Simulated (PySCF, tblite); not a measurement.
# C5H11B2 radical: geometry, infrared bands and EPR parameters

Aim: predict the infrared bands and EPR parameters of C5H11B2 radical (`B/C=C(/BC)[CH]C`).

The runs use tblite 0.8.0 and PySCF 2.14.0, with density-fitted response routines of our own; the level of theory stands in each step. All values are computed, except where a source is named. Atoms are numbered from 0 throughout.

**1. The molecule as given**

18 atoms, charge 0, multiplicity 2; geometry from: force field or distance geometry start.

Bonds of the start (Å): B0–C1 1.55, C1–C2 1.36, C2–B3 1.55, B3–C4 1.59, C2–C5 1.48, C5–C6 1.48, B0–H7 1.19, B0–H8 1.20, C1–H9 1.08, B3–H10 1.19, C4–H11 1.12, C4–H12 1.13, C4–H13 1.10, C5–H14 1.09, C6–H15 1.11, C6–H16 1.10, C6–H17 1.11.

**2. Optimising the geometry with GFN2-xTB**

Job settings and geometry (Å):

```
{"job": {"kind": "relax", "xc": "GFN2-xTB", "basis": "xTB"}, "charge": 0, "multiplicity": 2}
B     -1.483800     2.222400    -0.609600
C     -0.166000     1.439900    -0.840700
C     -0.107500     0.166300    -0.377300
B      1.191100    -0.654900    -0.587000
C      2.485500    -0.170700     0.203100
C     -1.325600    -0.363600     0.278300
C     -1.219100    -1.737500     0.814400
H     -1.651700     2.709900     0.462100
H     -2.443400     1.714200    -1.125300
H      0.689400     1.882000    -1.322100
H      1.374400    -1.045000    -1.697200
H      3.047400    -1.103500     0.459200
H      3.089700     0.518700    -0.451800
H      2.184700     0.377600     1.104200
H     -1.916900     0.356000     0.851000
H     -1.530200    -2.439400     0.008900
H     -0.232200    -1.994300     1.216800
H     -1.994500    -1.871900     1.601400
```

On the command line:

```
$ OMP_NUM_THREADS=1 python probes_run.py task.json out
```

This one command runs all jobs of the session in turn.

The program printed:

```text
step      E/eV     max force
  0    -506.85922    3.213
  1    -507.24760    1.656
  2    -507.46979    1.609
  3    -507.62680    0.972
  4    -507.68281    0.487
  5    -507.70760    0.479
  6    -507.74052    0.472
  7    -507.77094    0.481
  8    -507.80355    0.444
  9    -507.83701    0.424
 10    -507.87231    0.423
 11    -507.90461    0.442
 12    -507.93163    0.449
 13    -507.95051    0.348
 14    -507.96645    0.315
 15    -507.98910    0.378
 16    -508.02079    0.513
 17    -508.05405    0.591
 18    -508.08468    0.436
 19    -508.11038    0.345
 20    -508.12910    0.358
 21    -508.14764    0.310
 22    -508.16165    0.352
 23    -508.17179    0.350
 24    -508.18477    0.321
 25    -508.20912    0.342
 26    -508.22610    0.323
 27    -508.24439    0.305
 28    -508.25596    0.334
 29    -508.26610    0.255
 30    -508.27343    0.216
 31    -508.27847    0.149
 32    -508.28295    0.154
 33    -508.28681    0.184
 34    -508.29041    0.146
 35    -508.29260    0.080
 36    -508.29360    0.073
 37    -508.29429    0.075
 38    -508.29522    0.075
 39    -508.29627    0.087
 40    -508.29713    0.072
 41    -508.29777    0.053
 42    -508.29842    0.057
 43    -508.29920    0.082
 44    -508.30004    0.088
 45    -508.30071    0.072
 46    -508.30127    0.069
 47    -508.30192    0.077
 48    -508.30289    0.115
 49    -508.30404    0.125
 50    -508.30512    0.096
 51    -508.30605    0.099
 52    -508.30699    0.083
 53    -508.30794    0.093
 54    -508.30877    0.073
 55    -508.30932    0.053
 56    -508.30971    0.044
 57    -508.31008    0.051
 58    -508.31049    0.055
 59    -508.31085    0.043
 60    -508.31115    0.040
 61    -508.31149    0.046
 62    -508.31200    0.056
 63    -508.31268    0.058
 64    -508.31341    0.066
 65    -508.31409    0.062
 66    -508.31480    0.072
 67    -508.31573    0.076
 68    -508.31688    0.090
 69    -508.31769    0.089
 70    -508.31831    0.066
 71    -508.31880    0.049
 72    -508.31930    0.038
 73    -508.31969    0.040
 74    -508.32026    0.050
 75    -508.32072    0.053
 76    -508.32114    0.046
 77    -508.32158    0.052
 78    -508.32216    0.056
 79    -508.32260    0.058
 80    -508.32319    0.107
 81    -508.32377    0.070
 82    -508.32480    0.053
 83    -508.32544    0.050
 84    -508.32618    0.055
 85    -508.32668    0.056
 86    -508.32717    0.067
 87    -508.32780    0.066
 88    -508.32853    0.056
 89    -508.32954    0.049
 90    -508.32987    0.044
 91    -508.33022    0.041
 92    -508.33052    0.030
 93    -508.33073    0.033
 94    -508.33092    0.029
 95    -508.33106    0.027
 96    -508.33119    0.022
 97    -508.33130    0.028
 98    -508.33144    0.031
 99    -508.33158    0.031
100    -508.33170    0.031
101    -508.33179    0.024
102    -508.33188    0.021
103    -508.33197    0.026
104    -508.33210    0.028
105    -508.33229    0.029
106    -508.33253    0.033
107    -508.33276    0.024
108    -508.33290    0.030
109    -508.33299    0.028
110    -508.33310    0.024
111    -508.33325    0.026
112    -508.33341    0.021
113    -508.33351    0.023
114    -508.33357    0.023
115    -508.33362    0.020
116    -508.33368    0.017
117    -508.33374    0.016
118    -508.33381    0.015
119    -508.33387    0.016
120    -508.33393    0.025
121    -508.33402    0.027
122    -508.33414    0.032
123    -508.33426    0.024
124    -508.33435    0.020
125    -508.33440    0.012
126    -508.33443    0.011
127    -508.33446    0.013
128    -508.33448    0.010
```

Wall time 0.75 s (1 thread of Arm Neoverse V1, shared host).

The steps of the relaxation: (not every step is listed)

| step | energy from step 0 (eV) | largest force (eV/Å) |
| --- | --- | --- |
| 0 | 0.0000 | 3.2128 |
| 1 | -0.3884 | 1.6561 |
| 2 | -0.6106 | 1.6091 |
| 3 | -0.7676 | 0.9719 |
| 4 | -0.8236 | 0.4875 |
| 5 | -0.8484 | 0.4789 |
| 6 | -0.8813 | 0.4722 |
| 7 | -0.9117 | 0.4813 |
| 8 | -0.9443 | 0.4441 |
| 19 | -1.2512 | 0.3445 |
| 30 | -1.4142 | 0.2165 |
| 41 | -1.4386 | 0.0528 |
| 52 | -1.4478 | 0.0827 |
| 63 | -1.4535 | 0.0583 |
| 74 | -1.4610 | 0.0500 |
| 85 | -1.4675 | 0.0562 |
| 96 | -1.4720 | 0.0220 |
| 107 | -1.4735 | 0.0239 |
| 118 | -1.4746 | 0.0145 |
| 123 | -1.4750 | 0.0239 |
| 124 | -1.4751 | 0.0199 |
| 125 | -1.4752 | 0.0120 |
| 126 | -1.4752 | 0.0114 |
| 127 | -1.4752 | 0.0127 |
| 128 | -1.4753 | 0.0099 |

Distances of close pairs at the start and the end, largest changes first:

| bond | before (Å) | after (Å) | change (Å) |
| --- | --- | --- | --- |
| C2–C5 | 1.481 | 1.370 | -0.112 |
| C1–C2 | 1.357 | 1.417 | +0.061 |
| C4–H12 | 1.127 | 1.090 | -0.036 |
| B0–C1 | 1.550 | 1.518 | -0.032 |
| B0–H8 | 1.202 | 1.172 | -0.030 |
| C4–H11 | 1.119 | 1.090 | -0.029 |
| C6–H15 | 1.113 | 1.092 | -0.021 |
| C6–H17 | 1.113 | 1.092 | -0.021 |

The next job starts from the end point, and lists it.

**3. Vibrational analysis with GFN2-xTB**

Job settings and geometry (Å):

```
{"job": {"kind": "ir", "xc": "GFN2-xTB", "basis": "xTB"}, "charge": 0, "multiplicity": 2}
B     -1.533484     2.412981    -0.576533
C     -0.316796     1.506736    -0.634931
C     -0.195667     0.141899    -0.272655
B      1.201613    -0.504894    -0.569842
C      2.464531    -0.122674     0.284028
C     -1.236543    -0.551042     0.286569
C     -1.150120    -1.971331     0.705871
H     -1.401972     3.544364    -0.857361
H     -2.596640     2.032517    -0.262413
H      0.609679     1.931325    -1.012734
H      1.326939    -1.233784    -1.482259
H      2.964368    -1.016367     0.656738
H      3.199814     0.377435    -0.346860
H      2.258819     0.526007     1.131735
H     -2.179426    -0.056964     0.470595
H     -1.953704    -2.550420     0.247121
H     -0.190659    -2.405717     0.433775
H     -1.279512    -2.053753     1.787501
```

The program printed:

```text
mode    cm-1     km/mol
  1     -34.4      0.40
  2      41.9      2.76
  3      63.8      1.34
  4     112.9      1.18
  5     125.6      1.95
  6     161.8      0.70
  7     191.7      0.49
  8     197.2      1.10
  9     244.5      0.51
 10     363.4      0.65
 11     496.4      1.92
 12     527.8      1.16
 13     622.4      7.82
 14     700.0      5.66
 15     714.7      3.04
 16     755.6      8.07
 17     816.0    112.06
 18     823.1    143.46
 19     852.6     39.47
 20     895.7      2.97
 21     973.2     33.79
 22     998.6      6.86
 23    1017.7     23.21
 24    1047.3     18.93
 25    1122.5     85.76
 26    1156.3     39.12
 27    1222.2    115.22
 28    1238.1     41.58
 29    1273.9     20.84
 30    1377.0     29.03
 31    1389.1     14.88
 32    1395.8     26.99
 33    1459.7     41.35
 34    1464.0     17.42
 35    1480.8      0.71
 36    1487.4      4.94
 37    1521.8     46.30
 38    2599.6    151.01
 39    2610.5    204.26
 40    2626.6    160.49
 41    2961.5     19.13
 42    2987.2     22.03
 43    2994.0     11.96
 44    3004.2     77.32
 45    3013.0     21.63
 46    3034.8     19.19
 47    3040.5     30.22
 48    3080.2     35.26
```

Wall time 0.51 s (1 thread of Arm Neoverse V1, shared host).

The strongest bands and the atoms that carry them (share of the mass-weighted mode):

| cm⁻¹ | km/mol | atoms |
| --- | --- | --- |
| 816 | 112.1 | B3 28 %, H11 22 %, H10 15 %, C4 13 % |
| 823 | 143.5 | H7 26 %, B0 23 %, H8 23 %, C1 13 % |
| 1122 | 85.8 | B3 29 %, H10 19 %, C5 17 % |
| 1222 | 115.2 | H8 22 %, H7 22 %, C2 21 %, H9 13 % |
| 2600 | 151.0 | H10 91 % |
| 2610 | 204.3 | H7 52 %, H8 43 % |
| 2627 | 160.5 | H8 49 %, H7 40 %, B0 11 % |
| 3004 | 77.3 | H9 91 % |

**4. EPR parameters: B3LYP/pcH-1**

Settings changed since step 3:

```diff
@@ -1,2 +1,2 @@
-{"job": {"kind": "ir", "xc": "GFN2-xTB", "basis": "xTB"}, "charge": 0, "multiplicity": 2}
+{"job": {"kind": "epr", "basis": "pcH-1"}, "charge": 0, "multiplicity": 2}
 B     -1.533484     2.412981    -0.576533
```

Method: UKS B3LYP, pcH-1 on B C H, non-relativistic, mean-field spin-orbit, GIAO.

The program printed:

```text
UKS, coarse grid
  cycle   1  E = -246.73643487  |g| = 3.54e-01
  cycle   2  E = -246.71528130  |g| = 4.14e-01
  cycle   3  E = -246.80594280  |g| = 9.88e-02
  cycle   4  E = -246.81056079  |g| = 4.17e-02
  cycle   5  E = -246.81157715  |g| = 8.80e-03
  cycle   6  E = -246.81165931  |g| = 4.83e-03
  cycle   7  E = -246.81168904  |g| = 2.25e-03
  cycle   8  E = -246.81169420  |g| = 1.09e-03
  cycle   9  E = -246.81169524  |g| = 2.39e-04
UKS, final grid
  cycle   1  E = -246.81169766  |g| = 2.48e-04
  cycle   2  E = -246.81169764  |g| = 3.64e-04
  cycle   3  E = -246.81169771  |g| = 4.93e-05
  cycle   4  E = -246.81169771  |g| = 3.29e-05
  cycle   5  E = -246.81169771  |g| = 1.94e-05
E = -246.81169771 Eh   <S^2> = 0.7688 (exact 0.7500)
g shifts (ppm)      1          2          3
  rmc          -124       -124       -124
  gc             -1         31         24
  oz_so           2        346        690
  total        -123        253        589
hyperfine (MHz)  atom isotope    a_iso     a_fc   dipolar eigenvalues
    0   11B      -3.88      -3.88    -10.71     -6.71     17.41
    1   13C      29.77      29.77    -39.13    -37.66     76.79
    2   13C     -33.08     -33.08    -17.47      6.75     10.72
    3   11B       3.53       3.53     -0.86     -0.25      1.11
    4   13C      -6.39      -6.39     -0.42      0.05      0.37
    5   13C      45.06      45.06    -43.25    -42.13     85.39
    6   13C     -18.87     -18.87     -1.75      0.58      1.17
    7    1H      -9.98      -9.98     -6.47     -1.79      8.26
    8    1H      -9.45      -9.45     -4.35     -2.43      6.78
    9    1H     -30.07     -30.07    -19.25     -0.96     20.22
   10    1H      -7.18      -7.18     -1.73     -0.60      2.34
   11    1H       0.63       0.63     -0.62     -0.50      1.12
   12    1H      -1.30      -1.30     -0.82     -0.71      1.53
   13    1H       0.61       0.61     -1.70     -0.67      2.37
   14    1H     -32.93     -32.93    -16.35     -3.04     19.40
   15    1H      60.12      60.12     -3.18     -2.15      5.33
   16    1H       1.81       1.81     -2.69     -2.26      4.95
   17    1H      71.41      71.41     -3.35     -2.06      5.41
```

Wall time 71 s (1 thread of Arm Neoverse V1, shared host); peak memory 0.97 GiB.

Principal g values 2.00220, 2.00257, 2.00291; g(iso) = 2.00256, against 2.00232 for a free electron.

Mean a(iso) over the nuclei that a row names, and the largest dipolar term of the row (other rows stand at the frozen geometry):

| nuclei | isotope | a(iso) (MHz) | a(iso) (G, at g = 2.0023) | largest dipolar term (MHz) |
| --- | --- | --- | --- | --- |
| C5 | 13C | 45.1 | 16.1 | 85.4 |
| H15, H16, H17 | 1H | 44.4 | 15.9 | 5.4 |
| C2 | 13C | -33.1 | -11.8 | -17.5 |
| H14 | 1H | -32.9 | -11.7 | 19.4 |
| H9 | 1H | -30.1 | -10.7 | 20.2 |
| C1 | 13C | 29.8 | 10.6 | 76.8 |
| C6 | 13C | -18.9 | -6.7 | -1.7 |
| H7, H8 | 1H | -9.7 | -3.5 | 8.3 |
| H10 | 1H | -7.2 | -2.6 | 2.3 |
| C4 | 13C | -6.4 | -2.3 | -0.4 |
| B0 | 11B | -3.9 | -1.4 | 17.4 |
| B3 | 11B | 3.5 | 1.3 | 1.1 |
| H11, H12, H13 | 1H | 0.0 | 0.0 | 2.4 |

Mulliken spin populations:

B0 0.17; C1 0.54; C2 -0.19; B3 0.01; C4 0.00; C5 0.53; C6 -0.05; H7 -0.01; H8 -0.01; H9 -0.03; H10 0.00; H11 0.00; H12 0.00; H13 0.00; H14 -0.02; H15 0.02; H16 0.00; H17 0.03

In first order the couplings over 0.8 MHz of 1H, 11B give 1468 distinct lines over 87.5 G, if the averaged nuclei exchange fast.

The fields below are evaluated on a grid from the run's orbitals.

ELF in a plane through or near 9 of the atoms.

Ten even steps from '0' (0.00) to '9' (1.00):
```
0000000000000000000000000000
0000000000000000000000000000
0000000000000000000000000000
0000000000000000000000000000
0000001799710014200058840000
0000003999940089820299996000
0000002799830089941599998100
0000267752562048667479984000
0000599977984457359564420000
0000389857747828756589972000
0000000000025567200699996000
0000000000000343674049993000
0000000039985742999300310000
0000000189992185699600000000
0000000036763251012000000000
0000000000125874000000000000
0000000000001452000000000000
0000000000000000000000000000
0000000000000000000000000000
0000000000000000000000000000
```
The map spans 12.0 Å across and 11.5 Å up, centred on the molecule. Atoms in the plane (x, y in Å): B0 (2.8, 1.0), C1 (1.3, 1.1), C2 (0.3, 0.0), C5 (0.6, -1.3), C6 (-0.4, -2.4), H7 (3.4, 1.9), H8 (3.3, -0.1), H12 (-2.2, 2.4), H14 (1.6, -1.5).

log10 of the density (e/Å³) in the same plane.

Ten even steps from ' ' (-4.0) to '@' (1.4):
```
                                                        
                                                        
                                                        
            ....::::::....  ........  ..........        
        ..::--====++==--::::--------::----------::..    
        ::--==++**##**==----==++++======++++++==--::..  
      ..::--++**######++====********++**####**++==::..  
      ::--==++**##%%##**++++**##############**++==::..  
      ::--++**##########******##%%%%##%%@@##**++--::..  
      ..--==++**********############**######**++--::..  
        ..::----====++++**######**++++****##**++--::..  
          ....::--====++++**%%%%##**++++++++====::..    
            ..::==++******##%%%%####**++------::....    
            ..::==++####%%%%##******++==--::....        
            ..::--++**####%%##++====--::..              
              ..::--==++******++--::::..                
                ..::----======--::..                    
                    ..::::--::::..                      
                        ......                          
                                                        
```
The map spans 12.0 Å across and 11.5 Å up, centred on the molecule. Atoms in the plane (x, y in Å): B0 (2.8, 1.0), C1 (1.3, 1.1), C2 (0.3, 0.0), C5 (0.6, -1.3), C6 (-0.4, -2.4), H7 (3.4, 1.9), H8 (3.3, -0.1), H12 (-2.2, 2.4), H14 (1.6, -1.5).

On the surface of density 0.002 e/bohr³ the electrostatic potential runs, from the 1st to the 99th percentile, from -0.68 to 1.19 V.

The spin density lies nearest to C1, C5 about 31 % each; B0 12 %; C2 8 % (beta excess).

**5. Results**

| quantity | value |
| --- | --- |
| strongest single infrared mode (GFN2-xTB) | 2610 cm⁻¹, 204 km/mol |
| zero-point energy (GFN2-xTB) | 89.0 kcal/mol |
| g(iso) (B3LYP) | 2.00256 |
| ⟨S²⟩ | 0.769 (exact 0.75) |
| largest a(iso) (averaged by class) | 13C on C5, 45.1 MHz |
| surface potential, 1st and 99th percentile | -0.68 V and 1.19 V |

In words: Over 128 steps the energy fell by 1.475 eV; of the close pairs, C2–C5 changed most, 1.481 to 1.370 Å. The lowest mode is imaginary (34i cm⁻¹), so the xTB geometry is not a minimum. The strongest single mode, at 2610 cm⁻¹, moves mainly H7 and H8. GFN2-xTB is a fitted tight-binding method: band positions and strengths are rough. Its intensities can rank the bands wrongly. The largest spin populations lie on C1 (0.54 e), C5 (0.53 e). The isotropic g lies 0.2 ppt above the free-electron value.
